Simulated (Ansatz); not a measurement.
## ZnAg3, space group Pm-3m: a relaxation followed by a look at the electronic structure, step by step

With Ansatz 0.2.0 through its Python package.

Interactive session:
```pycon
>>> import ansatz as az
>>> from ase import Atoms
>>> import numpy as np
>>> def count_gap(report):
...     # lowest empty less highest filled band, counting bands; zero where they overlap
...     return max(report.get("gap_by_band_count_ev") or 0.0, 0.0)
...
>>> def setup_for(crystal, spacing):
...     return (
...         crystal.calculation()
...         .basis(650)
...         .occupations("cold", width=0.1)
...         .functional("r2scan")
...         .kpoints(spacing=spacing)
...     )
...
>>> atoms = Atoms(
...     ["Zn", "Ag", "Ag", "Ag"],
...     scaled_positions=[
...         (0.0, 0.0, 0.0),
...         (0.0, 0.5, 0.5),
...         (0.5, 0.0, 0.5),
...         (0.5, 0.5, 0.0),
...     ],
...     cell=[
...         (4.041313, 0.0, 0.0),
...         (0.0, 4.041313, 0.0),
...         (0.0, 0.0, 4.041313),
...     ],
...     pbc=True,
... )
>>> xtal = az.Crystal.from_ase(atoms)
>>> len(xtal.resolved().sites)
4
>>> relaxed = setup_for(xtal, 0.34).relax(cell=True, force_tolerance=0.02, max_steps=40).checkpoint(write="relax.run").run(threads=1, pin="off")
>>> cell = np.asarray(relaxed.lattice.cell_ang)
>>> print("relaxed edges (A):", np.linalg.norm(cell, axis=1).round(4), " volume:", round(abs(np.linalg.det(cell)), 3), "A^3")
relaxed edges (A): [4.0342 4.0342 4.0342]  volume: 65.657 A^3
>>> for site in relaxed.lattice.sites:
...     print(" ", site.symbol, np.round(site.position_frac, 4) + 0.0)
...
  Zn [0. 0. 0.]
  Ag [0.  0.5 0.5]
  Ag [0.5 0.  0.5]
  Ag [0.5 0.5 0. ]
>>> final = az.Crystal.from_checkpoint("relax.run")
DeckWarning: crystal.checkpoint: the structure is that of relax.run, a `relax` run, at its step 3: its result, under r2scan at a charge of 0 e; 4 atoms read, 0 with a starting moment [...]
>>> res = setup_for(final, 0.26).stress().band_table().density_of_states(energy_step=0.05).run(threads=1, pin="off")
>>> report = res.report
>>> report["published_state_doubts"]
[]
>>> res.unlabelled_reasons
['no_forces']
>>> report["free_energy_ev"]
-26137.540282865702
>>> dos = res.density_of_states()
>>> print(f"pressure at the relaxed cell {np.trace(report['stress_gpa']) / 3:.3f} GPa, gap by band count {count_gap(report):.3f} eV")
pressure at the relaxed cell -0.010 GPa, gap by band count 0.000 eV
>>> if count_gap(report) == 0:
...     print("states/eV at the Fermi level:", round(float(np.interp(dos.fermi_ev, dos.energies_ev, dos.spin_summed_g_bin_mean_per_ev)), 3))
...
states/eV at the Fermi level: 1.246
```

Absolute energies stand on the zero of these potentials, so only differences at equal settings mean something. A total without «per atom» is that of the whole cell that was run. For a metal this k-point mesh is coarse: on a finer one energies can move by several to tens of meV an atom and pressures by half a GPa or more, differences at one mesh by less. Only differences from the Fermi energy are physical; the zero of the scale is a convention. A gap by band count of zero or less means overlapping bands, a metal, and at an odd count of electrons it is no gap at all. This cell is a computed structure, which may not be the phase found in nature. Gaps and levels are Kohn-Sham values on a finite set of k-points, without spin-orbit coupling. Warnings are shown shortened and without file and line. Where the second run takes another functional or mesh than the relaxation, its pressure isn't zero; pressure is positive in compression. The computed bands are complete only to about 7.6 eV above the Fermi level; beyond that the density of states is undercounted. Run time: 38 s on 1 thread of Intel(R) Xeon(R) Platinum 8259CL CPU @ 2.50GHz (Skylake/Cascade Lake), on a shared host, peak memory 0.73 GiB.
